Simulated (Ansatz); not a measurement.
# SiH₂Cl₂ + SiH₄O: a complex and its separated parts

Aim: how far the complex at one end of a reaction step lies below its separated, relaxed parts, level by level.

Computed with Ansatz 0.2.0, Gaussian basis. Level: PBE0-D4/def2-TZVP structures, single points in def2-TZVPP, no counterpoise correction.

Levels: SPW92, PBE-D4, BLYP-D4, r2SCAN-D4, B97M-V, PBE0-D4, B3LYP-D4, r2SCAN0-D4, BHLYP-D4, CAM-B3LYP-D4, wB97X-V, wB97M-V, B2PLYP, PBE-QIDH, RPA on PBE, Hartree-Fock, MP2, CCSD, CCSD(T).

Cores are frozen in the correlated methods. B3LYP uses VWN-RPA correlation. B2PLYP carries no dispersion term here.

20 further runs of the same task are left out: 20 set aside as unsound or not needed.

### 1 The system as given

The complex: 11 atoms, charge 0, spin multiplicity 1.

Atoms are counted from 1 here; the program's logs count them from 0.

Bond lengths: Si1–H2 1.472 Å, Si1–Cl3 2.048 Å, Si1–Cl4 2.051 Å, Si1–H5 1.471 Å, H6–O7 0.958 Å, O7–Si8 1.657 Å, Si8–H9 1.486 Å, Si8–H10 1.479 Å, Si8–H11 1.488 Å. Angles: H2–Si1–Cl3 109.5°, H2–Si1–Cl4 106.9°, H2–Si1–H5 115.3°, Cl3–Si1–Cl4 108.1°, Cl3–Si1–H5 109.5°, Cl4–Si1–H5 107.3°, H6–O7–Si8 117.3°, O7–Si8–H9 111.5°, O7–Si8–H10 105.5°, O7–Si8–H11 110.6°, H9–Si8–H10 110.6°, H9–Si8–H11 108.5°, H10–Si8–H11 110.1°.

Coordinates:

```mol
Cl2H6OSi2
  3D, bonds by distance, orders not assigned

 11  9  0  0  0  0  0  0  0  0999 V2000
   -0.5144   -1.8351   -0.6959 Si  0  0
    0.8285   -2.2455   -0.2534 H   0  0
   -0.3472   -0.4602   -2.2045 Cl  0  0
   -1.4294   -3.5072   -1.4544 Cl  0  0
   -1.3875   -1.3007    0.3608 H   0  0
    1.7671    0.2376    0.9228 H   0  0
    0.8153    0.3313    0.8614 O   0  0
    0.2132    1.8615    0.6567 Si  0  0
    0.7819    2.5138   -0.5512 H   0  0
   -1.2503    1.6955    0.5182 H   0  0
    0.5228    2.7091    1.8396 H   0  0
  1  2  8  0
  1  3  8  0
  1  4  8  0
  1  5  8  0
  6  7  8  0
  7  8  8  0
  8  9  8  0
  8 10  8  0
  8 11  8  0
M  END
```

Its parts: SiH₂Cl₂ holds atoms 1, 2, 3, 4, 5; SiH₄O holds atoms 6, 7, 8, 9, 10, 11. Each part counts its atoms afresh in its own runs.

### 2 Relaxing SiH₂Cl₂ alone

Contents of relax-a/in.yaml:

```yaml
crystal:
  periodic: [false, false, false]
  atoms:
    - {symbol: Si, position_ang: [-0.514414, -1.835113, -0.695935]}
    - {symbol: H, position_ang: [0.828543, -2.245540, -0.253410]}
    - {symbol: Cl, position_ang: [-0.347238, -0.460194, -2.204462]}
    - {symbol: Cl, position_ang: [-1.429446, -3.507164, -1.454363]}
    - {symbol: H, position_ang: [-1.387464, -1.300668, 0.360756]}
basis:
  gaussian: {orbitals: def2-TZVP}
hamiltonian: {xc: pbe0, dispersion: d4}
relax: {f_tol: 0.005, max_steps: 200}
```

The command line of these runs was not kept.

After this run come: Relaxing SiH₄O alone; wB97M-V/def2-TZVPP; CCSD(T)/def2-TZVPP; MP2/def2-QZVPP; Vibrations of SiH₂Cl₂; Vibrations of SiH₄O.

What does the calculation give? Wanted: complex less parts, CCSD(T)/def2-TZVPP; with zero-point energy; largest T1 diagnostic.

As calculated:

```
                              quantity         value
complex less parts, CCSD(T)/def2-TZVPP  -15.3 kJ/mol
                with zero-point energy  -12.0 kJ/mol
                 largest T1 diagnostic         0.011
```

In words: At CCSD(T) the complex lies 15.3 kJ/mol below its parts. Among the functionals B97M-V lands nearest to CCSD(T) (-1.0 kJ/mol) and SPW92 farthest (-9.9 kJ/mol). By rung, the mean size of the error is: LDA 9.9, GGA 3.3, meta-GGA 1.3, hybrid 3.3, range-separated hybrid 3.0, double hybrid 4.5 kJ/mol. PBE-D4 gives a relative energy 3.0 kJ/mol too low, inside chemical accuracy (1 kcal/mol, 4.2 kJ/mol). No counterpoise was applied, and triple zeta lacks some correlation, so the CCSD(T) reference has a basis error of its own, and close matches with it are partly luck.
